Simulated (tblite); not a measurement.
# CH13BN2Si3: the cost of one run

The runs use tblite 0.8.0 and PySCF 2.14.0, with density-fitted response routines of our own; the level of theory stands in each step. All values are computed, except where a source is named. Atoms are numbered from 0 throughout.

## 1. The starting structure

20 atoms, charge 0, multiplicity 1; geometry from: force field or distance geometry start.

Bonds of the start (Å): C0–B1 1.59, B1–N2 1.51, B1–Si3 1.93, Si3–N4 1.74, N4–Si5 1.75, N4–Si6 1.81, C0–H7 1.13, C0–H8 1.09, C0–H9 1.11, N2–H10 1.04, N2–H11 1.05, Si3–H12 1.49, Si3–H13 1.47, Si5–H14 1.45, Si5–H15 1.48, Si5–H16 1.50, Si6–H17 1.48, Si6–H18 1.50, Si6–H19 1.46.

## 2. Geometry optimisation with GFN2-xTB

What the job is given:

```
{"job": {"kind": "relax", "xc": "GFN2-xTB", "basis": "xTB"}, "charge": 0, "multiplicity": 1}
C     -2.974500    -0.895000    -0.226300
B     -1.713600     0.001500    -0.585200
N     -1.916400     1.493800    -0.451500
Si    -0.026900    -0.850200    -0.185700
N      1.403900    -0.099700    -0.823600
Si     1.667100     1.594200    -0.468300
Si     2.809200    -0.980100    -0.108100
H     -2.993800    -1.012900     0.901400
H     -2.843500    -1.888300    -0.657800
H     -3.927700    -0.408200    -0.533300
H     -1.534200     1.979400    -1.289500
H     -2.951500     1.689500    -0.399600
H     -0.124500    -2.202100    -0.804100
H      0.135100    -1.104800     1.248700
H      0.515400     2.393900    -0.104800
H      2.274800     2.200300    -1.674400
H      2.733400     1.778000     0.570400
H      2.496700    -2.422600    -0.199500
H      2.919700    -0.645100     1.349100
H      4.046200    -0.611000    -0.790000
```

The run is started by

```sh
$ OMP_NUM_THREADS=1 python probes_run.py task.json out
```

The driver reads the jobs from task.json and runs them one after another.

**Question.** How long does this first job take on 1 thread of Arm Neoverse V2, shared host?

About 2 s.
